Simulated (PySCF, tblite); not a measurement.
# C₃H₁₀OPSi radical: geometry, infrared bands and EPR parameters

What infrared bands and EPR parameters should C₃H₁₀OPSi radical (`[CH2][C@@H](C)O[SiH2]P`) show?

Programs: tblite 0.8.0 and PySCF 2.14.0, with density-fitted response routines of our own. Each step states its level of theory. These are calculated values for one molecule in the gas phase, unless marked as measured. Atoms count from 0, in the outputs and in this text.

**1. The molecule as given**

16 atoms, charge 0, multiplicity 2; geometry from: force field or distance geometry start.

Bonds of the start (Å): C0–C1 1.53, C1–C2 1.49, C1–O3 1.38, O3–Si4 1.70, Si4–P5 2.20, C0–H6 1.11, C0–H7 1.11, C1–H8 1.12, C2–H9 1.13, C2–H10 1.11, C2–H11 1.10, Si4–H12 1.48, Si4–H13 1.47, P5–H14 1.46, P5–H15 1.47.

**2. Optimising the geometry with GFN2-xTB**

The job: settings as JSON, then the geometry in Å.

```
{"job": {"kind": "relax", "xc": "GFN2-xTB", "basis": "xTB"}, "charge": 0, "multiplicity": 2}
C     -1.146600    -1.088000     1.562500
C     -0.820400    -0.055300     0.487900
C     -1.551800     1.217800     0.749700
O      0.541600     0.094200     0.307400
Si     1.084400    -0.422500    -1.213500
P      3.277400    -0.326200    -1.404100
H     -1.884800    -0.618400     2.245700
H     -1.600500    -1.973600     1.066600
H     -1.188300    -0.498500    -0.471900
H     -2.454000     1.209900     0.068000
H     -1.970300     1.212400     1.772500
H     -0.926200     2.099900     0.552400
H      0.500700     0.498400    -2.211700
H      0.617000    -1.779600    -1.528800
H      3.616000     1.001600    -1.896500
H      3.898400    -0.563300    -0.097700
```

Run with:

```sh
> OMP_NUM_THREADS=1 python probes_run.py task.json out
```

The driver reads the jobs from task.json and runs them one after another.

Output:

```text
step      E/eV     max force
  0    -537.09167    2.608
  1    -537.44845    1.569
  2    -537.68671    1.162
  3    -537.87739    1.156
  4    -538.09874    0.903
  5    -538.15104    0.556
  6    -538.18805    0.482
  7    -538.21974    0.506
  8    -538.24696    0.494
  9    -538.27486    0.439
 10    -538.30584    0.423
 11    -538.33885    0.427
 12    -538.36807    0.408
 13    -538.38902    0.309
 14    -538.40338    0.284
 15    -538.41522    0.280
 16    -538.42637    0.286
 17    -538.43568    0.257
 18    -538.44268    0.214
 19    -538.44843    0.188
 20    -538.45419    0.325
 21    -538.46125    0.318
 22    -538.47077    0.268
 23    -538.47733    0.237
 24    -538.48439    0.254
 25    -538.49315    0.267
 26    -538.50282    0.285
 27    -538.51219    0.279
 28    -538.52140    0.255
 29    -538.53078    0.230
 30    -538.53946    0.253
 31    -538.54777    0.280
 32    -538.55579    0.269
 33    -538.56355    0.242
 34    -538.57158    0.244
 35    -538.58000    0.210
 36    -538.58724    0.189
 37    -538.59225    0.157
 38    -538.59600    0.140
 39    -538.59922    0.159
 40    -538.60220    0.174
 41    -538.60458    0.120
 42    -538.60669    0.109
 43    -538.60833    0.077
 44    -538.60939    0.077
 45    -538.61053    0.074
 46    -538.61138    0.084
 47    -538.61218    0.106
 48    -538.61339    0.123
 49    -538.61555    0.122
 50    -538.61864    0.123
 51    -538.62198    0.156
 52    -538.62560    0.200
 53    -538.62956    0.270
 54    -538.63256    0.212
 55    -538.63839    0.219
 56    -538.64472    0.282
 57    -538.64856    0.192
 58    -538.65221    0.203
 59    -538.65479    0.104
 60    -538.65652    0.148
 61    -538.65850    0.117
 62    -538.66080    0.107
 63    -538.66239    0.108
 64    -538.66350    0.076
 65    -538.66404    0.076
 66    -538.66432    0.080
 67    -538.66473    0.050
 68    -538.66512    0.039
 69    -538.66538    0.032
 70    -538.66558    0.027
 71    -538.66568    0.017
 72    -538.66574    0.017
 73    -538.66579    0.016
 74    -538.66582    0.014
 75    -538.66585    0.012
 76    -538.66589    0.012
 77    -538.66592    0.012
 78    -538.66595    0.012
 79    -538.66597    0.011
 80    -538.66600    0.015
 81    -538.66606    0.019
 82    -538.66613    0.021
 83    -538.66620    0.021
 84    -538.66626    0.022
 85    -538.66633    0.025
 86    -538.66646    0.032
 87    -538.66667    0.047
 88    -538.66697    0.055
 89    -538.66729    0.051
 90    -538.66768    0.054
 91    -538.66824    0.071
 92    -538.66917    0.098
 93    -538.67060    0.124
 94    -538.67167    0.242
 95    -538.66970    0.221
 96    -538.67605    0.132
 97    -538.67757    0.069
 98    -538.67990    0.125
 99    -538.68223    0.249
100    -538.68633    0.128
101    -538.69124    0.179
102    -538.69495    0.101
103    -538.69417    0.416
104    -538.69851    0.130
105    -538.70082    0.106
106    -538.70860    0.407
107    -538.71182    0.100
108    -538.71454    0.102
109    -538.71082    0.522
110    -538.71932    0.084
111    -538.72072    0.102
112    -538.72176    0.229
113    -538.72298    0.095
114    -538.72351    0.077
115    -538.72463    0.090
116    -538.72513    0.096
117    -538.72601    0.126
118    -538.72735    0.084
119    -538.72810    0.219
120    -538.72967    0.076
121    -538.73057    0.063
122    -538.73150    0.057
123    -538.73170    0.038
124    -538.73187    0.026
125    -538.73214    0.024
126    -538.73224    0.023
127    -538.73242    0.025
128    -538.73256    0.019
129    -538.73268    0.018
130    -538.73276    0.016
131    -538.73283    0.015
132    -538.73289    0.017
133    -538.73293    0.011
134    -538.73296    0.011
135    -538.73299    0.014
136    -538.73302    0.016
137    -538.73305    0.013
138    -538.73306    0.008
```

It took 0.76 s on 1 thread of Arm Neoverse V2, shared host.

Along the way: (not every step is listed)

```tsv
step	energy from step 0 (eV)	largest force (eV/Å)
0	0.0000	2.6078
1	-0.3568	1.5694
2	-0.5950	1.1618
3	-0.7857	1.1562
4	-1.0071	0.9028
5	-1.0594	0.5561
6	-1.0964	0.4821
7	-1.1281	0.5059
8	-1.1553	0.4936
20	-1.3625	0.3255
32	-1.4641	0.2691
44	-1.5177	0.0766
56	-1.5530	0.2816
68	-1.5734	0.0392
80	-1.5743	0.0150
92	-1.5775	0.0984
104	-1.6068	0.1297
116	-1.6335	0.0955
128	-1.6409	0.0192
133	-1.6413	0.0106
134	-1.6413	0.0107
135	-1.6413	0.0141
136	-1.6413	0.0158
137	-1.6414	0.0127
138	-1.6414	0.0083
```

Distances of close pairs at the start and the end, largest changes first:

```tsv
bond	before (Å)	after (Å)	change (Å)
O3–Si4	1.696	1.608	-0.088
P5–H15	1.466	1.383	-0.083
P5–H14	1.456	1.382	-0.074
C0–C1	1.526	1.471	-0.055
C1–O3	1.382	1.436	+0.054
C2–H9	1.131	1.087	-0.044
C0–H7	1.112	1.073	-0.039
C0–H6	1.110	1.073	-0.037
```

The next job starts from the end point, and lists it.

**3. Harmonic vibrations with GFN2-xTB**

The job: settings as JSON, then the geometry in Å.

```
{"job": {"kind": "ir", "xc": "GFN2-xTB", "basis": "xTB"}, "charge": 0, "multiplicity": 2}
C     -1.444473    -1.165460     1.443928
C     -1.126249    -0.239757     0.345804
C     -1.517307     1.199658     0.655310
O      0.292834    -0.297906     0.131425
Si     1.107690    -0.220692    -1.252384
P      3.191765    -0.477812    -0.497831
H     -1.411011    -0.819815     2.459098
H     -1.453688    -2.222453     1.261530
H     -1.608624    -0.568677    -0.584765
H     -2.587388     1.262058     0.833470
H     -0.986004     1.539007     1.540755
H     -1.255335     1.844183    -0.179721
H      0.861056     1.028393    -1.990849
H      0.767091    -1.319898    -2.164867
H      3.744273    -0.395824    -1.762296
H      3.417771     0.863937    -0.250018
```

Output:

```text
mode    cm-1     km/mol
  1      18.6      1.75
  2      60.2      0.33
  3      70.0      1.24
  4      84.3      3.20
  5      93.6      4.70
  6     191.0      3.08
  7     217.4      2.53
  8     298.3      3.20
  9     377.9      3.01
 10     436.5     17.76
 11     460.9     39.53
 12     501.9     16.41
 13     585.8     66.57
 14     599.6     46.33
 15     679.5    109.17
 16     698.4     14.37
 17     739.1    255.83
 18     767.8     24.75
 19     833.4    202.47
 20     893.0      0.12
 21     940.7      3.27
 22     993.3    110.94
 23    1055.0     65.41
 24    1142.8      7.56
 25    1148.8     14.28
 26    1166.5      8.43
 27    1289.2      4.75
 28    1321.2     11.35
 29    1388.2      9.86
 30    1394.0      6.52
 31    1477.1      3.58
 32    1487.8      3.38
 33    2156.3    300.56
 34    2206.0    133.92
 35    2308.2     98.04
 36    2393.5    167.57
 37    2867.4     53.58
 38    3043.3     23.38
 39    3044.7     15.46
 40    3047.1     19.44
 41    3130.8      6.21
 42    3178.8     18.99
```

Run time: 0.41 s. Hardware: 1 thread of Arm Neoverse V2, shared host.

The strongest bands and the atoms that carry them (share of the mass-weighted mode):

```tsv
cm⁻¹	km/mol	atoms
680	109.2	H14 40 %, H12 18 %, H15 15 %, H13 12 %
739	255.8	H12 23 %, H13 23 %, H14 18 %, O3 12 %
833	202.5	H12 47 %, H13 46 %
993	110.9	O3 60 %, Si4 17 %
2156	300.6	H12 81 %, H13 15 %
2206	133.9	H13 81 %, H12 16 %
2308	98.0	H15 52 %, H14 44 %
2394	167.6	H14 53 %, H15 44 %
```

**4. EPR parameters: B3LYP/pcH-1**

The job, as its differences from that of step 3:

```diff
@@ -1,2 +1,2 @@
-{"job": {"kind": "ir", "xc": "GFN2-xTB", "basis": "xTB"}, "charge": 0, "multiplicity": 2}
+{"job": {"kind": "epr", "basis": "pcH-1"}, "charge": 0, "multiplicity": 2}
 C     -1.444473    -1.165460     1.443928
```

With the program's defaults for keys left out, this is: UKS B3LYP, pcH-1 on C H O P Si, non-relativistic, mean-field spin-orbit, GIAO.

Output:

```text
UKS, coarse grid
  cycle   1  E = -826.29329119  |g| = 5.68e-01
  cycle   2  E = -826.03196252  |g| = 9.99e-01
  cycle   3  E = -826.40318286  |g| = 1.14e-01
  cycle   4  E = -826.40768793  |g| = 4.56e-02
  cycle   5  E = -826.40864561  |g| = 6.73e-03
  cycle   6  E = -826.40866837  |g| = 2.18e-03
  cycle   7  E = -826.40867103  |g| = 9.88e-04
UKS, final grid
  cycle   1  E = -826.40864155  |g| = 1.03e-03
  cycle   2  E = -826.40864136  |g| = 1.25e-03
  cycle   3  E = -826.40864208  |g| = 8.93e-05
  cycle   4  E = -826.40864209  |g| = 7.37e-05
  cycle   5  E = -826.40864209  |g| = 2.85e-05
E = -826.40864209 Eh   <S^2> = 0.7534 (exact 0.7500)
g shifts (ppm)      1          2          3
  rmc          -152       -152       -152
  gc              8         23         33
  oz_so         -29        188        606
  total        -174         59        487
hyperfine (MHz)  atom isotope    a_iso     a_fc   dipolar eigenvalues
    0   13C      99.89      99.98    -82.11    -81.52    163.63
    1   13C     -13.92     -13.92     -1.71     -0.70      2.41
    2   13C       2.81       2.81     -1.68     -0.75      2.44
    3   17O     -84.95     -84.94    -16.64      7.85      8.79
    4  29Si      -7.84      -7.86     -4.36      2.10      2.26
    5   31P       3.97       3.97     -0.91     -0.75      1.66
    6    1H     -60.34     -60.35    -39.32     -1.16     40.48
    7    1H     -59.83     -59.85    -39.13     -1.36     40.49
    8    1H      25.16      25.16     -6.79     -3.69     10.49
    9    1H       6.20       6.20     -4.17     -2.58      6.75
   10    1H      -1.15      -1.15     -3.03     -2.73      5.76
   11    1H       4.68       4.68     -1.73     -1.70      3.43
   12    1H       2.93       2.93     -1.00     -0.69      1.70
   13    1H      -1.00      -1.00     -1.17     -0.93      2.10
   14    1H       1.92       1.92     -0.44     -0.31      0.75
   15    1H      -0.14      -0.14     -0.57     -0.50      1.07
```

Wall time 63 s (1 thread of Arm Neoverse V2, shared host); peak memory 0.97 GiB.

Principal g values 2.00215, 2.00238, 2.00281; g(iso) = 2.00244, against 2.00232 for a free electron.

Mean a(iso) over the nuclei that a row names, and the largest dipolar term of the row (other rows stand at the frozen geometry):

```tsv
nuclei	isotope	a(iso) (MHz)	a(iso) (G, at g = 2.0023)	largest dipolar term (MHz)
C0	13C	99.9	35.6	163.6
O3	17O	-85.0	-30.3	-16.6
H6, H7	1H	-60.1	-21.4	40.5
H8	1H	25.2	9.0	10.5
C1	13C	-13.9	-5.0	2.4
Si4	29Si	-7.8	-2.8	-4.4
P5	31P	4.0	1.4	1.7
H9, H10, H11	1H	3.2	1.2	6.7
H12	1H	2.9	1.0	1.7
C2	13C	2.8	1.0	2.4
H13	1H	-1.0	-0.4	2.1
H14, H15	1H	0.9	0.3	1.1
```

Mulliken spin populations:

C0 1.08; C1 -0.05; C2 0.00; O3 0.04; Si4 0.01; P5 0.00; H6 -0.04; H7 -0.04; H8 0.01; H9 0.00; H10 0.00; H11 0.00; H12 0.00; H13 0.00; H14 0.00; H15 0.00

In first order the couplings over 0.8 MHz of 1H, 31P give 576 distinct lines over 58.8 G, if the averaged nuclei exchange fast; the same motion can average rows kept apart here too.

The fields below are evaluated on a grid from the run's orbitals.

ELF in a plane through or near 7 of the atoms.

Ten even steps from '0' (0.00) to '9' (1.00):
```
0000000000000000000000000000
0000000000000000000000000000
0000000000000000000000000000
0000000000000002898300000000
0000000000000006999700000000
0000001110000005999721000000
0000001221000102798753000000
0002674355214732635875000000
0017998578427874887763000000
0029999586117572452100000000
0017998375107764672100000000
0001551124432204748997000000
0000000014751006619999100000
0000000004871079977998000000
0000000002650089962563000000
0000000000100049830000000000
0000000000000003300000000000
0000000000000000000000000000
0000000000000000000000000000
0000000000000000000000000000
```
The map spans 13.5 Å across and 9.8 Å up, centred on the molecule. Atoms in the plane (x, y in Å): C1 (1.1, 0.2), C2 (1.7, -1.2), O3 (-0.2, 0.3), H7 (1.8, 2.3), H9 (2.7, -1.3), H11 (1.1, -1.9), H14 (-4.1, 0.3).

log10 of the density (e/Å³) in the same plane.

Values, 10 rows by 14 columns:
```
-4.0 -4.0 -4.0 -4.0 -4.0 -4.0 -4.0 -4.0 -4.0 -4.0 -4.0 -4.0 -4.0 -4.0
-4.0 -4.0 -4.0 -4.0 -4.0 -4.0 -4.0 -3.7 -2.8 -2.7 -3.5 -4.0 -4.0 -4.0
-4.0 -4.0 -3.4 -2.7 -2.6 -2.8 -3.3 -2.5 -1.1 -0.9 -2.2 -3.6 -4.0 -4.0
-4.0 -3.2 -2.2 -1.5 -1.4 -1.6 -1.6 -1.5 -0.3  0.0 -1.4 -2.8 -4.0 -4.0
-4.0 -2.5 -1.0 -0.4 -0.4 -0.5 -0.1  0.1  0.2 -0.1 -1.4 -2.8 -4.0 -4.0
-4.0 -2.6 -1.1 -0.6 -0.5  0.0 -0.1  0.0  0.3 -0.6 -1.5 -2.9 -4.0 -4.0
-4.0 -3.4 -2.4 -1.9 -1.4 -0.8 -1.2 -1.2  0.2  0.2 -0.6 -2.5 -4.0 -4.0
-4.0 -4.0 -3.8 -3.1 -2.3 -1.8 -2.1 -1.3 -0.2 -1.0 -1.6 -3.1 -4.0 -4.0
-4.0 -4.0 -4.0 -4.0 -3.4 -3.1 -3.2 -2.6 -2.1 -2.5 -3.2 -4.0 -4.0 -4.0
-4.0 -4.0 -4.0 -4.0 -4.0 -4.0 -4.0 -4.0 -4.0 -4.0 -4.0 -4.0 -4.0 -4.0
```
The map spans 13.5 Å across and 9.8 Å up, centred on the molecule. Atoms in the plane (x, y in Å): C1 (1.1, 0.2), C2 (1.7, -1.2), O3 (-0.2, 0.3), H7 (1.8, 2.3), H9 (2.7, -1.3), H11 (1.1, -1.9), H14 (-4.1, 0.3).

On the surface of density 0.002 e/bohr³ the electrostatic potential runs, from the 1st to the 99th percentile, from -1.13 V near O3 to 1.07 V near H8.

The spin density lies nearest to C0 67 %; H6, H7 about 10 % each.

**5. What came out**

```
                                                                  quantity                  value
                                 strongest single infrared mode (GFN2-xTB)  2156 cm⁻¹, 301 km/mol
                                              zero-point energy (GFN2-xTB)          72.6 kcal/mol
                                                            g(iso) (B3LYP)                2.00244
                                                                      ⟨S²⟩     0.753 (exact 0.75)
                                        largest a(iso) (averaged by class)    13C on C0, 99.9 MHz
potential on the surface of density 0.002 e/bohr³, 1st and 99th percentile     -1.13 V and 1.07 V
```

**Reading.** Over 138 steps the energy fell by 1.641 eV; of the close pairs, O3–Si4 changed most, 1.696 to 1.608 Å. All 42 modes are real, so the xTB geometry is a minimum. The strongest single mode, at 2156 cm⁻¹, moves mainly H12. GFN2-xTB is a fitted tight-binding method: band positions and strengths are rough. Its intensities can rank the bands wrongly. Most of the unpaired spin sits on C0 (1.08 e). The isotropic g lies 0.1 ppt above the free-electron value.
